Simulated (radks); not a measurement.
**The first electron to leave Ba⁶⁺**

Aim: remove one electron from each of the outer sub-shells of Ba⁶⁺ ([Kr] 4d10 5s2 5p(1/2: 2, 3/2: 0)) in turn, let the ion relax, and find the cheapest removal. The parent's configuration is the lowest that an earlier search found at this level.

The numbers are computed with radks (a radial shooting solver on a logarithmic mesh, Libxc functionals) version 1 (Dirac Kohn-Sham, BLYP, spin-unpolarised, spherical densities, finite nucleus), except any that are marked as measured or tabulated.

3 further runs of the same task are left out: 1 that didn't finish, 2 set aside as unsound or not needed.

## 1. The system

- element: barium (Z = 56)
- charge: +6
- electrons: 50
- configuration: [Kr] 4d10 5s2 5p(1/2: 2, 3/2: 0)
- nuclear rms radius: 4.8378 fm

A shell typed twice in an input gives the lower j, then the higher j.

## 2. The parent, Ba⁶⁺

From an earlier run at this level the parent has E = -8131.322527 hartree and these outer levels (eV):

```csv
level,occupation,energy (eV)
4s1/2,2,-312.99
4p1/2,2,-260.90
4p3/2,4,-245.39
4d3/2,4,-160.10
4d5/2,6,-157.44
5s1/2,2,-96.194
5p1/2,2,-80.723
5p3/2,0,-77.843
```

## 3. Remove 5p1/2: [Kr] 4d10 5s2 5p(1/2: 1, 3/2: 0)

Input:

```text
Z 56
configuration [Kr] 4d10 5s2 5p1 5p0
relativity Dirac
functional b88,lyp
spin unpolarised
j_filling energy
nucleus finite rms 4.8378 fm
c 137.035999084
```

## 4. Remove 5s1/2: [Kr] 4d10 5s1 5p(1/2: 2, 3/2: 0)

Settings, as their differences from step 3:

```diff
@@ -1,3 +1,3 @@
 Z 56
-configuration [Kr] 4d10 5s2 5p1 5p0
+configuration [Kr] 4d10 5s1 5p2 5p0
 relativity Dirac
```

## 5. Remove 4d5/2: [Kr] 4d(3/2: 4, 5/2: 5) 5s2 5p(1/2: 2, 3/2: 0)

Settings, as their differences from step 4:

```diff
@@ -1,3 +1,3 @@
 Z 56
-configuration [Kr] 4d10 5s1 5p2 5p0
+configuration [Kr] 4d4 4d5 5s2 5p2 5p0
 relativity Dirac
```

## 6. Remove 4d3/2: [Kr] 4d(3/2: 3, 5/2: 6) 5s2 5p(1/2: 2, 3/2: 0)

Settings, as their differences from step 5:

```diff
@@ -1,3 +1,3 @@
 Z 56
-configuration [Kr] 4d4 4d5 5s2 5p2 5p0
+configuration [Kr] 4d3 4d6 5s2 5p2 5p0
 relativity Dirac
```

Before running it: what results should come out? Wanted: for each run, case; final configuration; Δ-SCF; −ε of the level emptied.

The runs gave:

```csv
case,final configuration,Δ-SCF (eV),−ε of the level emptied (eV)
remove 5p1/2,"[Kr] 4d10 5s2 5p(1/2: 1, 3/2: 0)",87.460,80.723
remove 5s1/2,"[Kr] 4d10 5s1 5p(1/2: 2, 3/2: 0)",103.46,96.194
remove 4d5/2,"[Kr] 4d(3/2: 4, 5/2: 5) 5s2 5p(1/2: 2, 3/2: 0)",169.69,157.44
remove 4d3/2,"[Kr] 4d(3/2: 3, 5/2: 6) 5s2 5p(1/2: 2, 3/2: 0)",172.45,160.10
```

In words: The 5p1/2 electron leaves first, at 87.460 eV; the next cheapest, 5s1/2, costs 103.46 eV. 5p1/2 is also the highest occupied level of the parent. NIST lists 86 eV (theoretical), between the same two configurations. Spin polarisation and multiplet splitting are left out, so open shells lie too high by an amount that depends on their filling.
